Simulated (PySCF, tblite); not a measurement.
# C4H9FS2Si: geometry, infrared bands and NMR shifts

Wanted: the infrared bands and NMR shifts of C4H9FS2Si (`FC[SiH]1SCCCS1`), by calculation.

Computed with tblite 0.8.0 and PySCF 2.14.0, with density-fitted response routines of our own, on a single molecule in the gas phase. Atoms count from 0, in the outputs and in this text.

**1. Starting geometry**

17 atoms, charge 0, multiplicity 1; geometry from: force field or distance geometry start.

Bonds of the start (Å): F0–C1 1.37, C1–Si2 1.83, Si2–S3 2.16, S3–C4 1.82, C4–C5 1.53, C5–C6 1.53, C6–S7 1.82, S7–Si2 2.14, C1–H8 1.08, C1–H9 1.10, Si2–H10 1.48, C4–H11 1.10, C4–H12 1.10, C5–H13 1.09, C5–H14 1.09, C6–H15 1.11, C6–H16 1.09.

**2. Optimising the geometry with GFN2-xTB**

Job settings and geometry (Å):

```
{"job": {"kind": "relax", "xc": "GFN2-xTB", "basis": "xTB"}, "charge": 0, "multiplicity": 1}
F      3.748500     1.304700    -0.023100
C      3.060700     0.279000    -0.615600
Si     1.408500     0.102500     0.146000
S      0.086600     1.713900    -0.427300
C     -1.528400     1.131200     0.186800
C     -2.018100    -0.164600    -0.473000
C     -1.297100    -1.420700     0.016700
S      0.393600    -1.621700    -0.621100
H      3.028300     0.473700    -1.678800
H      3.666300    -0.626000    -0.453900
H      1.401500    -0.007700     1.621900
H     -2.249000     1.925000    -0.047900
H     -1.507700     1.037300     1.280800
H     -3.069500    -0.276200    -0.210900
H     -1.985200    -0.084500    -1.563100
H     -1.281200    -1.457500     1.127900
H     -1.865000    -2.296200    -0.308800
```

On the command line:

```
$ OMP_NUM_THREADS=1 python probes_run.py task.json out
```

The driver reads the jobs from task.json and runs them one after another.

**Question.** This job is followed by: GFN2-xTB harmonic vibrations, gas phase; GIAO PBE0/pcSseg-1 NMR shielding, non-relativistic, gas phase. What will the session give for the following? strongest single infrared mode (GFN2-xTB); zero-point energy (GFN2-xTB); ¹³C shifts against TMS (PBE0/pcSseg-1, means over atoms taken as alike); ¹H shifts against TMS (PBE0/pcSseg-1, means over atoms taken as alike); ¹⁹F shifts against CFCl3 (PBE0/pcSseg-1); ²⁹Si shifts against TMS (PBE0/pcSseg-1); ³³S shifts against CS2 (PBE0/pcSseg-1, means over atoms taken as alike).

The runs gave:

| quantity | value |
| --- | --- |
| strongest single infrared mode (GFN2-xTB) | 2283 cm⁻¹, 192 km/mol |
| zero-point energy (GFN2-xTB) | 78.2 kcal/mol |
| ¹³C shifts against TMS (PBE0/pcSseg-1, means over atoms taken as alike) | 79.8, 34.1, 32.9 ppm |
| ¹H shifts against TMS (PBE0/pcSseg-1, means over atoms taken as alike) | 6.07, 4.88, 2.91, 2.65, 2.11, 1.82 ppm |
| ¹⁹F shifts against CFCl3 (PBE0/pcSseg-1) | -297.1 ppm |
| ²⁹Si shifts against TMS (PBE0/pcSseg-1) | 2.9 ppm |
| ³³S shifts against CS2 (PBE0/pcSseg-1, means over atoms taken as alike) | -114 ppm |

What this shows: Relaxing lowered the energy by 0.189 eV in 97 steps; the close pair that moved most is C1–Si2, from 1.828 to 1.903 Å. All 45 modes are real, so the xTB geometry is a minimum. The strongest single mode, at 2283 cm⁻¹, moves mainly H10. GFN2-xTB is a fitted tight-binding method: band positions and strengths are rough. Its intensities can rank the bands wrongly. C1 (sp3 CH2 bonded to F and Si) lies farthest downfield among carbon, at 79.8 ppm; pulled downfield by the heteroatom. At PBE0/pcSseg-1: Shielding is most anisotropic at S3, S7 (span 235 ppm, paramagnetic term -441 ppm).
